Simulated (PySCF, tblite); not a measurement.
# C4H12SSi: geometry, infrared bands and NMR shifts

What infrared bands and NMR shifts should C4H12SSi (`CCCC[SiH2]S`) show?

The runs use tblite 0.8.0 and PySCF 2.14.0, with density-fitted response routines of our own; the level of theory stands in each step. All values are computed, except where a source is named. Atoms are numbered from 0 throughout.

### 1 Starting geometry

18 atoms, charge 0, multiplicity 1; geometry from: force field or distance geometry start.

Bonds of the start (Å): C0–C1 1.52, C1–C2 1.55, C2–C3 1.53, C3–Si4 1.87, Si4–S5 2.14, C0–H6 1.10, C0–H7 1.09, C0–H8 1.10, C1–H9 1.10, C1–H10 1.09, C2–H11 1.10, C2–H12 1.10, C3–H13 1.09, C3–H14 1.11, Si4–H15 1.49, Si4–H16 1.48, S5–H17 1.35.

### 2 Geometry optimisation with GFN2-xTB

What the job is given:

```
{"job": {"kind": "relax", "xc": "GFN2-xTB", "basis": "xTB"}, "charge": 0, "multiplicity": 1}
C     -2.899200    -0.538200     0.036500
C     -1.733600     0.417000    -0.124100
C     -0.392600    -0.350500    -0.161100
C      0.782700     0.621200    -0.326100
Si     2.462300    -0.200200    -0.383400
S      3.961800     1.313800    -0.607100
H     -3.844600     0.031500     0.067300
H     -2.954800    -1.228600    -0.800000
H     -2.822500    -1.119700     0.962800
H     -1.727500     1.115600     0.730100
H     -1.859000     0.998800    -1.032300
H     -0.423600    -1.059500    -1.000200
H     -0.292400    -0.939000     0.762000
H      0.649300     1.205700    -1.232500
H      0.774000     1.330800     0.521600
H      2.736900    -0.956000     0.866100
H      2.558900    -1.113000    -1.549200
H      5.015000     0.476500    -0.628700
```

Command:

```
OMP_NUM_THREADS=1 python probes_run.py task.json out
```

The driver reads the jobs from task.json and runs them one after another.

**Question.** This job is followed by: GFN2-xTB harmonic vibrations, gas phase; GIAO PBE0/pcSseg-1 NMR shielding, non-relativistic, gas phase. What will the session give for the following? strongest single infrared mode (GFN2-xTB); zero-point energy (GFN2-xTB); ¹³C shifts against TMS (PBE0/pcSseg-1); ¹H shifts against TMS (PBE0/pcSseg-1, means over atoms taken as alike); ²⁹Si shifts against TMS (PBE0/pcSseg-1); ³³S shifts against CS2 (PBE0/pcSseg-1).

**Answer**, as computed:

| quantity | value |
| --- | --- |
| strongest single infrared mode (GFN2-xTB) | 2268 cm⁻¹, 362 km/mol |
| zero-point energy (GFN2-xTB) | 91.9 kcal/mol |
| ¹³C shifts against TMS (PBE0/pcSseg-1) | 32.9, 31.0, 17.1, 16.9 ppm |
| ¹H shifts against TMS (PBE0/pcSseg-1, means over atoms taken as alike) | 4.88, 1.41, 1.21, 1.07, 1.04, -0.19 ppm |
| ²⁹Si shifts against TMS (PBE0/pcSseg-1) | -29.0 ppm |
| ³³S shifts against CS2 (PBE0/pcSseg-1) | -276 ppm |

**Reading.** Over 27 steps the energy fell by 0.058 eV; of the close pairs, Si4–H15 changed most, 1.486 to 1.461 Å. All 48 modes are real, so the xTB geometry is a minimum. The strongest single mode, at 2268 cm⁻¹, moves mainly H15 and H16. GFN2-xTB is a fitted tight-binding method: band positions and strengths are rough. Its intensities can rank the bands wrongly. At PBE0/pcSseg-1: The largest span, 298 ppm, is at S5, where the paramagnetic term is -276 ppm.
